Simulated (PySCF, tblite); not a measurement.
# C₆H₉N₃: geometry, infrared bands and NMR shifts

What infrared bands and NMR shifts should C₆H₉N₃ (`CC(C)c1ccnnn1`) show?

Programs: tblite 0.8.0 and PySCF 2.14.0, with density-fitted response routines of our own. Each step states its level of theory. These are calculated values for one molecule in the gas phase, unless marked as measured. Atoms count from 0, in the outputs and in this text.

**1. Starting geometry**

18 atoms, charge 0, multiplicity 1; geometry from: force field or distance geometry start.

Bonds of the start (Å): C0–C1 1.51, C1–C2 1.54, C1–C3 1.52, C3–C4 1.37, C4–C5 1.36, C5–N6 1.35, N6–N7 1.31, N7–N8 1.32, N8–C3 1.35, C0–H9 1.11, C0–H10 1.10, C0–H11 1.09, C1–H12 1.09, C2–H13 1.09, C2–H14 1.10, C2–H15 1.10, C4–H16 1.08, C5–H17 1.09.

**2. Geometry optimisation with GFN2-xTB**

What the job is given:

```
{"job": {"kind": "relax", "xc": "GFN2-xTB", "basis": "xTB"}, "charge": 0, "multiplicity": 1}
C     -1.713300     0.911700    -0.566400
C     -0.901700    -0.302600    -0.167800
C     -1.501300    -0.998700     1.065800
C      0.541100     0.086100     0.099100
C      1.562800    -0.448300    -0.633700
C      2.807800    -0.014200    -0.298000
N      3.038400     0.863700     0.697100
N      2.024000     1.325800     1.377800
N      0.788900     0.952700     1.106500
H     -2.752800     0.621700    -0.807000
H     -1.771300     1.658000     0.234900
H     -1.294600     1.398500    -1.445700
H     -0.932300    -1.019700    -0.981500
H     -0.923600    -1.878700     1.345700
H     -1.551800    -0.317700     1.931800
H     -2.535900    -1.321900     0.859700
H      1.407600    -1.146600    -1.442400
H      3.699200    -0.363200    -0.814200
```

Started as:

```
$ OMP_NUM_THREADS=1 python probes_run.py task.json out
```

One launch serves the whole session: the jobs run in the order shown.

**Question.** This job is followed by: GFN2-xTB harmonic vibrations, gas phase; GIAO PBE0/pcSseg-1 NMR shielding, non-relativistic, gas phase. What will the session give for the following? strongest single infrared mode (GFN2-xTB); zero-point energy (GFN2-xTB); ¹³C shifts against TMS (PBE0/pcSseg-1, means over atoms taken as alike); ¹H shifts against TMS (PBE0/pcSseg-1, means over atoms taken as alike); ¹⁵N shifts against NH3 (PBE0/pcSseg-1); surface potential, 1st and 99th percentile.

As calculated:

| quantity | value |
| --- | --- |
| strongest single infrared mode (GFN2-xTB) | 1515 cm⁻¹, 156 km/mol |
| zero-point energy (GFN2-xTB) | 90.7 kcal/mol |
| ¹³C shifts against TMS (PBE0/pcSseg-1, means over atoms taken as alike) | 173.5, 153.7, 122.2, 41.3, 25.5 ppm |
| ¹H shifts against TMS (PBE0/pcSseg-1, means over atoms taken as alike) | 9.08, 7.05, 2.73, 1.63 ppm |
| ¹⁵N shifts against NH3 (PBE0/pcSseg-1) | 537.3, 435.5, 431.3 ppm |
| surface potential, 1st and 99th percentile | -1.99 V and 1.51 V |

**Reading.** Relaxing lowered the energy by 0.152 eV in 42 steps; the close pair that moved most is N7–N8, from 1.318 to 1.286 Å. All 48 modes are real, so the xTB geometry is a minimum. The strongest single mode, at 1515 cm⁻¹, is spread over many atoms; the largest shares are those of C4, C3. Unscaled tight-binding wavenumbers are off by several per cent, some by more. Its intensities can rank the bands wrongly. At PBE0/pcSseg-1: Shielding is most anisotropic at N7 (span 973 ppm, paramagnetic term -581 ppm). NICS(1)zz of -27 ppm above the planar ring from C3 marks a diatropic (aromatic) ring current. By nearest atom (PBE0/pcSseg-1), the HOMO sits on N7 46 %; N6, N8 about 19 % each and the LUMO on N7 28 %; C4 21 %.
